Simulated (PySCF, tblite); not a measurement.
# C₃H₈ClFSi₂: geometry, infrared bands and NMR shifts

Wanted: the infrared bands and NMR shifts of C₃H₈ClFSi₂ (`C[Si@H](Cl)/C(F)=C\[SiH3]`), by calculation.

The runs use tblite 0.8.0 and PySCF 2.14.0, with density-fitted response routines of our own; the level of theory stands in each step. All values are computed, except where a source is named. Atoms count from 0, in the outputs and in this text.

## Step 1: Starting geometry

15 atoms, charge 0, multiplicity 1; geometry from: force field or distance geometry start.

Bonds of the start (Å): C0–Si1 1.89, Si1–Cl2 2.06, Si1–C3 1.81, C3–F4 1.38, C3–C5 1.31, C5–Si6 1.82, C0–H7 1.09, C0–H8 1.11, C0–H9 1.12, Si1–H10 1.49, C5–H11 1.10, Si6–H12 1.48, Si6–H13 1.47, Si6–H14 1.47.

## Step 2: Optimising the geometry with GFN2-xTB

The job: settings as JSON, then the geometry in Å.

```
{"job": {"kind": "relax", "xc": "GFN2-xTB", "basis": "xTB"}, "charge": 0, "multiplicity": 1}
C     -2.113600    -0.706000     0.282600
Si    -1.016000     0.610300    -0.511700
Cl    -0.404000     0.059600    -2.403300
C      0.285600     1.222600     0.589500
F      0.001500     2.295300     1.406100
C      1.476000     0.687700     0.676300
Si     1.967300    -0.742600    -0.337200
H     -1.553900    -1.208800     1.067600
H     -3.008600    -0.234500     0.744000
H     -2.467300    -1.404900    -0.517700
H     -1.946400     1.754700    -0.698700
H      2.181700     1.143900     1.387400
H      3.368100    -1.014600     0.038200
H      1.998500    -0.495500    -1.781200
H      1.226800    -1.959100     0.036400
```

On the command line:

```
$ OMP_NUM_THREADS=1 python probes_run.py task.json out
```

The driver reads the jobs from task.json and runs them one after another.

**Question.** This job is followed by: GFN2-xTB harmonic vibrations, gas phase; GIAO PBE0/pcSseg-1 NMR shielding, non-relativistic, gas phase. What will the session give for the following? strongest single infrared mode (GFN2-xTB); zero-point energy (GFN2-xTB); 13C shifts against TMS (PBE0/pcSseg-1); 1H shifts against TMS (PBE0/pcSseg-1, means over atoms taken as alike); 29Si shifts against TMS (PBE0/pcSseg-1); 35Cl shifts against HCl (PBE0/pcSseg-1); 19F shifts against CFCl3 (PBE0/pcSseg-1).

As calculated:

| quantity | value |
| --- | --- |
| strongest single infrared mode (GFN2-xTB) | 2244 cm⁻¹, 437 km/mol |
| zero-point energy (GFN2-xTB) | 59.0 kcal/mol |
| 13C shifts against TMS (PBE0/pcSseg-1) | 185.9, 116.5, 3.3 ppm |
| 1H shifts against TMS (PBE0/pcSseg-1, means over atoms taken as alike) | 6.24, 5.29, 4.30, 0.64 ppm |
| 29Si shifts against TMS (PBE0/pcSseg-1) | -6.0, -83.8 ppm |
| 35Cl shifts against HCl (PBE0/pcSseg-1) | -3 ppm |
| 19F shifts against CFCl3 (PBE0/pcSseg-1) | -44.4 ppm |

**Reading.** Relaxing lowered the energy by 0.560 eV in 98 steps; the close pair that moved most is Si1–C3, from 1.812 to 1.902 Å. All 39 modes are real, so the xTB geometry is a minimum. The strongest single mode, at 2244 cm⁻¹, moves mainly H12. Unscaled tight-binding wavenumbers are off by several per cent, some by more. Its intensities can rank the bands wrongly. The most deshielded hydrogen is H11 (hydrogen on an alkene CH), at 6.24 ppm: attached to an sp2 carbon and in the plane of the double bond. At PBE0/pcSseg-1: The widest tensor belongs to F4: span 240 ppm, with a paramagnetic part of -260 ppm.
